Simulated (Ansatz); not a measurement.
This was printed by a script on the Ansatz DFT code, driven from Python, for a single point from a YAML input of Cs2CuMoI6, space group Fm-3m. What did the script look like? Use: LDA, PAW, cutoff 517 eV, 4×4×4 k-points, cold smearing of 0.1 eV.

The script reads `input.yaml`:
```yaml
crystal:
  lattice:
    - [0.0, 5.772511, 5.772511]
    - [5.772511, 0.0, 5.772511]
    - [5.772511, 5.772511, 0.0]
  atoms:
    - { symbol: Cs, position: [0.75, 0.75, 0.75] }
    - { symbol: Cs, position: [0.25, 0.25, 0.25] }
    - { symbol: Cu, position: [0.5, 0.5, 0.5] }
    - { symbol: Mo, position: [0.0, 0.0, 0.0] }
    - { symbol: I, position: [0.752713, 0.247287, 0.247287] }
    - { symbol: I, position: [0.247287, 0.247287, 0.752713] }
    - { symbol: I, position: [0.247287, 0.752713, 0.752713] }
    - { symbol: I, position: [0.247287, 0.752713, 0.247287] }
    - { symbol: I, position: [0.752713, 0.247287, 0.752713] }
    - { symbol: I, position: [0.752713, 0.752713, 0.247287] }
  symmetry: { detect: false }
kpoints:
  mp_grid: { kspacing: 0.3 }
hamiltonian:
  xc: lda
scf:
  occupations: { method: cold, width: 0.1 }
basis:
  ecutwfc: "38 Ry"
output:
  forces: true
  stress: true
  eigenvalues: true
```

Running `python run_yaml_run.py` prints:
```text
sections: ['crystal', 'kpoints', 'hamiltonian', 'scf', 'basis', 'output']
converged          True
n_iterations       12
n_electrons        153.0
n_kpoints          36
n_pw               10177
n_symmetry_ops     1
free_energy_ev     -66548.50344188443
fermi_energy_ev    6.4413223448260295
gap on the k mesh: withheld (metal, or smearing too wide to tell)
lowest empty less highest filled band, by band count: -0.301 eV
cutoffs (eV): 517.016338673772 2068.065354695088  FFT grid: [64, 64, 64]
cell volume 384.702 A^3, 1 symmetry operations
```

One script that gives this output:

Script `run_yaml_run.py`:
```python
# -*- coding: utf-8 -*-
"""Run a YAML input for Cs2CuMoI6 from Python."""

import json

import ansatz
import yaml


def main():
    with open("input.yaml") as handle:
        tree = yaml.safe_load(handle)
    print("sections:", list(tree))
    planned = ansatz.Session.from_dict(tree).plan(threads=1, pin="off")
    res = planned.execute()
    summary = res.report

    for key in ("converged", "n_iterations", "n_electrons", "n_kpoints", "n_pw", "n_symmetry_ops", "free_energy_ev", "fermi_energy_ev"):
        print(f"{key:18s} {summary[key]}")

    gap = None if "band_edges_ev" not in summary else summary["band_edges_ev"][1] - summary["band_edges_ev"][0]
    print("gap on the k mesh:", "withheld (metal, or smearing too wide to tell)" if gap is None else f"{gap:.3f} eV")
    print("lowest empty less highest filled band, by band count:", round(summary["gap_by_band_count_ev"], 3), "eV")

    used = summary["setup"]
    print("cutoffs (eV):", used["ecut_ev"], used["ecutrho_ev"], " FFT grid:", used["fft_dense"])
    print("cell volume {:.3f} A^3, {} symmetry operations".format(used["cell_volume_ang3"], used["n_sym_ops"]))

    keep = ["free_energy_ev", "energy_sigma0_ev", "fermi_energy_ev", "n_iterations", "converged", "magnetization_mub", "n_kpoints"]
    with open("cs2cumoi6.json", "w") as handle:
        json.dump({key: summary[key] for key in keep}, handle, indent=1)


if __name__ == "__main__":
    main()
```

What to keep in mind:
- These settings explore the input space; cutoff and mesh may be short of convergence.
- The cell holds an odd number of electrons and is run without spin, so a magnetic state may lie lower.
- For a metal this k-point mesh is coarse: on a finer one energies can move by several to tens of meV an atom and pressures by half a GPa or more, differences at one mesh by less.
- An absolute Fermi energy rests on an arbitrary zero of the periodic potential and has no direct meaning.
- A gap by band count of zero or less means overlapping bands, a metal, and at an odd count of electrons it is no gap at all.
- Without a Hubbard U or exact exchange, semilocal functionals often make such 3d compounds metallic or too weakly gapped.
- This cell is a computed structure, which may not be the phase found in nature.
- Gaps and levels are Kohn-Sham values on a finite set of k-points, without spin-orbit coupling.
- It ran for 91 s on 1 thread of Intel(R) Xeon(R) 6975P-C (Granite Rapids), on a shared host, peak memory 1.5 GiB.

(A comment or docstring line of the script was reworded after the run, the code is as it ran; lines on the test bed's own set-up are left out of the output.)
